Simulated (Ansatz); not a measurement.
# BrClH4Sn: the cost of one run

Method: RKS B3LYP/def2-SVP, in Ansatz 0.2.0.

## Step 1: The structure to begin with

Bond lengths: Sn1–Cl2 2.760 Å, Sn1–H3 1.740 Å, Sn1–H4 1.739 Å, Sn1–H5 1.739 Å, Sn1–Br6 2.890 Å, Br6–H7 1.811 Å. Angles: Cl2–Sn1–H3 109.4°, Cl2–Sn1–H4 109.5°, Cl2–Sn1–H5 109.5°, Cl2–Sn1–Br6 71.6°, H3–Sn1–H4 109.5°, H3–Sn1–H5 109.5°, H3–Sn1–Br6 178.9°, H4–Sn1–H5 109.5°, H4–Sn1–Br6 70.0°, H5–Sn1–Br6 70.0°, Sn1–Br6–H7 66.8°.

Structure file:

```xyz
7

Sn    0.0000    0.0000    0.0000
Cl    0.0000    0.0000    2.7600
H     1.6408    0.0000   -0.5794
H    -0.8195    1.4198   -0.5794
H    -0.8195   -1.4198   -0.5794
Br   -2.7426    0.0000    0.9113
H    -1.5398    0.0000    2.2648
```

## Step 2: Pulling towards end A

Springs on the bonds that form and break draw the guess towards this end; the thresholds are loose.

input.yaml

```yaml
crystal:
  periodic: [false, false, false]
  atoms:
    - { symbol: Sn, position_ang: [0.0, 0.0, 0.0] }
    - { symbol: Cl, position_ang: [0.0, 0.0, 2.76] }
    - { symbol: H, position_ang: [1.6408, 0.0, -0.5794] }
    - { symbol: H, position_ang: [-0.8195, 1.4198, -0.5794] }
    - { symbol: H, position_ang: [-0.8195, -1.4198, -0.5794] }
    - { symbol: Br, position_ang: [-2.7426, 0.0, 0.9113] }
    - { symbol: H, position_ang: [-1.5398, 0.0, 2.2648] }
basis:
  gaussian: { orbitals: def2-SVP }
hamiltonian:
  xc: b3lyp
relax:
  f_tol: 0.15
  max_steps: 25
  restrain:
    - { distance: [0, 5], at: 3.79, k: 30.0 }
    - { distance: [6, 1], at: 2.57, k: 30.0 }
    - { distance: [0, 1], at: 2.41, k: 30.0 }
    - { distance: [6, 5], at: 1.55, k: 30.0 }
output:
  orbitals: {}
```

The run is started by

```sh
> ansatz run input.yaml --threads 2 --pin off --max-ram 3072MiB --backend cpu --events-out ev --progress --plain --runs-dir out
```

**Question.** How long does this run take on 2 threads of Arm Neoverse V2, shared host, and how much memory does it need?

About 17 s, with a peak of 0.23 GiB.
